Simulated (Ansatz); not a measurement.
# GaClF radical: a rigid scan of the bond length F1–Ga2

One table from this session's results is given with a row withheld; the runs are named, their logs left out.

The runs use Ansatz 0.2.0, Gaussian basis; single points in def2-TZVPP.

Levels: PBE-D4, r2SCAN-D4, PBE0-D4, B3LYP-D4, wB97M-V, Hartree-Fock, MP2, CCSD, CCSD(T). The scan takes 1.582, 1.617, 1.669, 1.729, 1.796, 1.868, 1.945, 2.025, 2.109 Å.

Cores are frozen in the correlated methods. Filled d shells of the heavier atoms are correlated. Orbitals are unrestricted. B3LYP uses VWN-RPA correlation.

19 further runs of the same task are left out: 19 set aside as unsound or not needed.

## The system as given

The minimum, relaxed at PBE0-D4: SMILES `[F][Ga][Cl]`, 3 atoms, charge 0, spin multiplicity 2.

Atoms are counted from 1 here; the program's logs count them from 0.

Bond lengths: F1–Ga2 1.758 Å, Ga2–Cl3 2.157 Å. Angles: F1–Ga2–Cl3 117.7°.

As a file:

```xyz
3
charge 0, multiplicity 2
F    -1.4211    0.2959   -0.7548
Ga    0.0664    0.6496    0.1122
Cl    1.3439   -1.0103    0.6293
```

Energies of the minimum (eV), from earlier single points: PBE-D4 -67605.42929, r2SCAN-D4 -67618.76499, PBE0-D4 -67607.36300, B3LYP-D4 -67622.75671, wB97M-V -67616.86104, CCSD(T) -67565.73525.

At the minimum the bond length F1–Ga2 is 1.758 Å.

Set-up of the first run:

Input file ccsdt-tzvpp/in.yaml:

```yaml
crystal:
  periodic: [false, false, false]
  atoms:
    - {symbol: F, position_ang: [-1.421132, 0.295865, -0.754813]}
    - {symbol: Ga, position_ang: [-0.082317, 0.614240, 0.025529]}
    - {symbol: Cl, position_ang: [1.195209, -1.045614, 0.542677]}
basis:
  gaussian: {orbitals: def2-TZVPP}
magnetization: {spin_polarized: true, initial_magnetization: 1}
correlation: {method: ccsd_t}
scf: {omitted_lower_state_checks: [cluster_reference]}
```

The command line of these runs was not kept.

Among the steps run: F1–Ga2 = 1.582 Å; F1–Ga2 = 1.617 Å; F1–Ga2 = 1.669 Å; F1–Ga2 = 1.729 Å; F1–Ga2 = 1.796 Å; F1–Ga2 = 1.868 Å; F1–Ga2 = 1.945 Å; F1–Ga2 = 2.025 Å; F1–Ga2 = 2.109 Å.

One table of the session follows, with a row left open; its other results are not shown here.

Energies less that of the minimum at the same level (meV):

```
bond length (Å)  PBE-D4  PBE0-D4  B3LYP-D4  wB97M-V  Hartree-Fock
          1.582     629      521       587      542           435
          1.617     398      311       363      326           238
          1.669       ?        ?         ?        ?             ?
          1.729      28       10        20       13            -7
1.758 (minimum)       0        0         0        0             0
          1.796      -7       16         3       14            41
          1.868      53      119        83      115           191
          1.945     191      300       240      297           427
          2.025     382      534       451      535           719
          2.109     609      804       696      813          1053
```

**Question.** Estimate the row for bond length (Å) = 1.669.

Worked estimate for «PBE-D4». A straight line through the neighbours (1.617, 398) and (1.729, 28) gives 398 + (28 − 398) × (1.669 − 1.617) / (1.729 − 1.617) = 226; a parabola fitted to 4 rows on both sides gives 175.

As computed: PBE-D4: 166; PBE0-D4: 111; B3LYP-D4: 143; wB97M-V: 120; Hartree-Fock: 62. In «PBE-D4» the line misses by +60 and the parabola by +9.

Limits of these values: A polynomial through the near points puts the CCSD(T) minimum 0.006 Å below the PBE0-D4 value.
